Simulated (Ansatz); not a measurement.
# CH6Ge (SMILES [CH3][GeH3]): levels of theory compared

Wanted: a comparison of 6 runs (HF/STO-3G, HF/3-21G, HF/def2-SVP, B3LYP/6-31G*, BHLYP-D3(BJ)-ATM/pc-1, PBE0/aug-cc-pVDZ) of CH6Ge. 

The calculation is run with Ansatz 0.2.0.

4 further runs of the same task are left out: 1 that didn't finish, 3 set aside as unsound or not needed.

### 1 The structure to begin with

CH6Ge has 8 atoms, charge 0, and is taken as a singlet. SMILES: `[CH3][GeH3]`. Geometry: relaxed at PBE0-D4/def2-TZVP.

Bond lengths: C1–Ge2 1.953 Å, C1–H3 1.090 Å, C1–H4 1.090 Å, C1–H5 1.091 Å, Ge2–H6 1.539 Å, Ge2–H7 1.539 Å, Ge2–H8 1.539 Å. Some angles: C1–Ge2–H6 110.4°, C1–Ge2–H7 110.4°, C1–Ge2–H8 110.4°, Ge2–C1–H3 110.3°, Ge2–C1–H4 110.3°, Ge2–C1–H5 110.3°, H6–Ge2–H7 108.5°, H6–Ge2–H8 108.5°, H7–Ge2–H8 108.5°, H3–C1–H4 108.6°.

### 2 Energy and gradient at HF/STO-3G (run 1)

The input, molecule.yaml:

```yaml
crystal:
  periodic: [false, false, false]
  atoms:
    - {symbol: C, position_ang: [-0.310900, 0.190300, -0.971400]}
    - {symbol: Ge, position_ang: [0.296900, -0.181900, 0.846700]}
    - {symbol: H, position_ang: [-1.380100, 0.404200, -0.976500]}
    - {symbol: H, position_ang: [0.218800, 1.052200, -1.378400]}
    - {symbol: H, position_ang: [-0.124600, -0.669400, -1.616000]}
    - {symbol: H, position_ang: [0.030700, 1.028200, 1.760100]}
    - {symbol: H, position_ang: [1.807100, -0.479600, 0.857700]}
    - {symbol: H, position_ang: [-0.445700, -1.401200, 1.422100]}
basis:
  gaussian:
    orbitals: STO-3G
hamiltonian:
  xc: hf
accuracy: high
output:
  forces: true
  orbitals: {seedname: orbitals}
```

Command:

```
$ ansatz run molecule.yaml --threads 1 --pin off --max-ram 2610MiB --events-out events.jsonl --progress --plain --runs-dir runs
```

Output:

```text
Warning: RAYON_NUM_THREADS=1 ignored (pool sized by the plan → 1); use --threads N
Functional definition: HF
  name "HF"
  exchange = exact_x
  correlation = 0
451 factors; integrals over basis functions are off by at most 5.3e-9 eV
mean field evaluation 1: about -56943.9490 eV, gradient 8.1e0 eV
mean field evaluation 2: about -56943.9975 eV, gradient 8.0e0 eV
mean field evaluation 4: about -56944.3201 eV, gradient 3.4e-1 eV
mean field evaluation 8: about -56944.3203 eV, gradient 1.7e-7 eV
mean field -56944.32027414 eV, -2092.6651718280 hartree, gradient 1.9e-8 eV, S^2 0.000000; 0 other end points of the search recorded, 0 dependent functions left out
the calculation of the forces begins
reference -56944.32027414 eV, -2092.6651718280 hartree; 22, 22 occupied and 7, 7 virtual orbitals, 451 factors
Total energy: -56944.32027414 eV, -2092.6651718280 hartree
Atom 0 at    -0.310900     0.190300    -0.971400 Å, force     0.296362    -0.184266     0.874644 eV/Å
Atom 1 at     0.296900    -0.181900     0.846700 Å, force     0.416549    -0.253362     1.244763 eV/Å
Atom 2 at    -1.380100     0.404200    -0.976500 Å, force     0.384103    -0.056535    -0.142890 eV/Å
Atom 3 at     0.218800     1.052200    -1.378400 Å, force    -0.264423    -0.321159     0.020579 eV/Å
Atom 4 at    -0.124600    -0.669400    -1.616000 Å, force    -0.124460     0.383169     0.119461 eV/Å
Atom 5 at     0.030700     1.028200     1.760100 Å, force     0.338200    -1.593885    -1.253198 eV/Å
Atom 6 at     1.807100    -0.479600     0.857700 Å, force    -2.014592     0.403071    -0.058211 eV/Å
Atom 7 at    -0.445700    -1.401200     1.422100 Å, force     0.968262     1.622968    -0.805148 eV/Å
Dipole moment:    -0.007444     0.004529    -0.022263 e Å
```

Run time: 0.48 s. Hardware: 1 thread of Arm Neoverse V2, shared host.

### 3 Energy and gradient at HF/3-21G (run 2)

The input, in.yaml:

```yaml
basis:
  gaussian:
    orbitals: 3-21G-spherical.json
crystal:
  periodic: [false, false, false]
  atoms:
    - symbol: C
      position_ang: [-0.310900, 0.190300, -0.971400]
    - symbol: Ge
      position_ang: [0.296900, -0.181900, 0.846700]
    - symbol: H
      position_ang: [-1.380100, 0.404200, -0.976500]
    - symbol: H
      position_ang: [0.218800, 1.052200, -1.378400]
    - symbol: H
      position_ang: [-0.124600, -0.669400, -1.616000]
    - symbol: H
      position_ang: [0.030700, 1.028200, 1.760100]
    - symbol: H
      position_ang: [1.807100, -0.479600, 0.857700]
    - symbol: H
      position_ang: [-0.445700, -1.401200, 1.422100]
magnetization:
  spin_polarized: false
  initial_magnetization: 0
hamiltonian:
  xc: hf
accuracy: high
output:
  forces: true
  orbitals: {seedname: orbitals}
```

The basis set 3-21G is read from a file made from the Basis Set Exchange's data (not shown).

Command:

```
$ ansatz run in.yaml --threads 1 --pin off --max-ram 2610MiB --events-out events.jsonl --progress --plain --runs-dir runs
```

Output (excerpt; [...] marks lines left out):

```text
Warning: RAYON_NUM_THREADS=1 ignored (pool sized by the plan → 1); use --threads N
[... 2 set-up lines as earlier in the session ...]
[...]
838 factors; integrals over basis functions are off by at most 4.7e-9 eV
[...]
mean field -57319.76539141 eV, -2106.4625254018 hartree, gradient 5.7e-9 eV, S^2 0.000000; 0 other end points of the search recorded, 0 dependent functions left out
[...]
reference -57319.76539141 eV, -2106.4625254018 hartree; 22, 22 occupied and 21, 21 virtual orbitals, 838 factors
Total energy: -57319.76539141 eV, -2106.4625254018 hartree
Atom 0 at    -0.310900     0.190300    -0.971400 Å, force    -0.065110     0.037877    -0.203628 eV/Å
Atom 1 at     0.296900    -0.181900     0.846700 Å, force     0.056053    -0.032710     0.166133 eV/Å
Atom 2 at    -1.380100     0.404200    -0.976500 Å, force     0.240702    -0.035765    -0.087652 eV/Å
Atom 3 at     0.218800     1.052200    -1.378400 Å, force    -0.165045    -0.201485     0.014730 eV/Å
Atom 4 at    -0.124600    -0.669400    -1.616000 Å, force    -0.077214     0.240017     0.076847 eV/Å
Atom 5 at     0.030700     1.028200     1.760100 Å, force    -0.010860     0.042390     0.025157 eV/Å
Atom 6 at     1.807100    -0.479600     0.857700 Å, force     0.049566    -0.009079    -0.005721 eV/Å
Atom 7 at    -0.445700    -1.401200     1.422100 Å, force    -0.028093    -0.041244     0.014134 eV/Å
Dipole moment:    -0.041317     0.025231    -0.123526 e Å
```

Run time: 0.64 s. Hardware: 1 thread of Arm Neoverse V2, shared host.

Runs 3 to 5 aren't shown in full; the table further down has their settings and results.

### 4 Energy and gradient at PBE0/aug-cc-pVDZ (run 6)

The input, in.yaml:

```yaml
basis:
  gaussian:
    orbitals: aug-cc-pVDZ
crystal:
  periodic: [false, false, false]
  atoms:
    - {symbol: C, position_ang: [-0.310900, 0.190300, -0.971400]}
    - {symbol: Ge, position_ang: [0.296900, -0.181900, 0.846700]}
    - {symbol: H, position_ang: [-1.380100, 0.404200, -0.976500]}
    - {symbol: H, position_ang: [0.218800, 1.052200, -1.378400]}
    - {symbol: H, position_ang: [-0.124600, -0.669400, -1.616000]}
    - {symbol: H, position_ang: [0.030700, 1.028200, 1.760100]}
    - {symbol: H, position_ang: [1.807100, -0.479600, 0.857700]}
    - {symbol: H, position_ang: [-0.445700, -1.401200, 1.422100]}
hamiltonian:
  xc: {name: PBE0}
accuracy: high
output: {forces: true, orbitals: {seedname: orbitals}}
```

Command:

```
$ ansatz run in.yaml --threads 1 --pin off --max-ram 2610MiB --events-out events.jsonl --progress --plain --runs-dir runs
```

Output (excerpt; [...] marks lines left out):

```text
Warning: RAYON_NUM_THREADS=1 ignored (pool sized by the plan → 1); use --threads N
Functional definition: PBE0
  name "PBE0"
[...]
2283 factors; integrals over basis functions are off by at most 4.7e-9 eV
[...]
mean field -57643.56039899 eV, -2118.3617724543 hartree, gradient 2.7e-8 eV, S^2 0.000000; 0 other end points of the search recorded, 0 dependent functions left out
[...]
reference -57643.56040660 eV, -2118.3617727339 hartree; 22, 22 occupied and 91, 91 virtual orbitals, 2283 factors
Total energy: -57643.56040660 eV, -2118.3617727339 hartree
Atom 0 at    -0.310900     0.190300    -0.971400 Å, force     0.060467    -0.038838     0.171587 eV/Å
Atom 1 at     0.296900    -0.181900     0.846700 Å, force     0.005677    -0.001875     0.015379 eV/Å
Atom 2 at    -1.380100     0.404200    -0.976500 Å, force    -0.239135     0.048673    -0.006800 eV/Å
Atom 3 at     0.218800     1.052200    -1.378400 Å, force     0.114295     0.190697    -0.095200 eV/Å
Atom 4 at    -0.124600    -0.669400    -1.616000 Å, force     0.038987    -0.185124    -0.145800 eV/Å
Atom 5 at     0.030700     1.028200     1.760100 Å, force    -0.008141     0.041485     0.034522 eV/Å
Atom 6 at     1.807100    -0.479600     0.857700 Å, force     0.053589    -0.011077     0.003015 eV/Å
Atom 7 at    -0.445700    -1.401200     1.422100 Å, force    -0.025740    -0.043940     0.023296 eV/Å
Dipole moment:    -0.046156     0.028213    -0.138019 e Å
```

Wall time 15 s (1 thread of Arm Neoverse V2, shared host); peak memory 0.4 GiB.

### 5 Overview of the runs

```csv
run,level,Cartesian functions,task,energy (Eh),dipole moment (D),HOMO energy (eV),LUMO energy (eV),wall time
1,HF/STO-3G,no,gradient,-2092.665172,0.11,-10.33,13.41,0.48 s
2,HF/3-21G,no,gradient,-2106.462525,0.64,-11.87,4.69,0.64 s
3,HF/def2-SVP,no,gradient,-2116.428577,0.69,-11.98,4.13,2.6 s
4,B3LYP/6-31G* (Cartesian functions),yes,gradient,-2118.476090,0.77,-8.53,1.03,6 s
5,BHLYP-D3(BJ)-ATM/pc-1,no,energy,-2118.569143,–,-10.14,1.85,1.8 s
6,PBE0/aug-cc-pVDZ,no,gradient,-2118.361773,0.71,-8.93,-0.12,15 s
```

### 6 Results

| quantity | value |
| --- | --- |
| run 6: total energy | -2118.36177 Eh |
| run 6: dipole moment | 0.71 D |
| run 6: HOMO energy | -8.93 eV |
| run 6: LUMO energy | -0.12 eV |
| run 6: HOMO–LUMO gap | 8.81 eV |
| run 6: largest force on an atom | 0.244 eV/Å |

**Reading.** Over runs 1, 2, 3, 4, 6 the dipole moment (its size) runs from 0.11 D (HF/STO-3G) to 0.77 D (B3LYP/6-31G*). The two ends differ in method and basis. The HOMO–LUMO gap runs from 8.81 eV (PBE0/aug-cc-pVDZ) to 23.74 eV (HF/STO-3G). Totals of different functionals can't be ranked against each other. In run 1 the basis is minimal, so the values are rough. All runs together took 27 s, the longest 15 s.
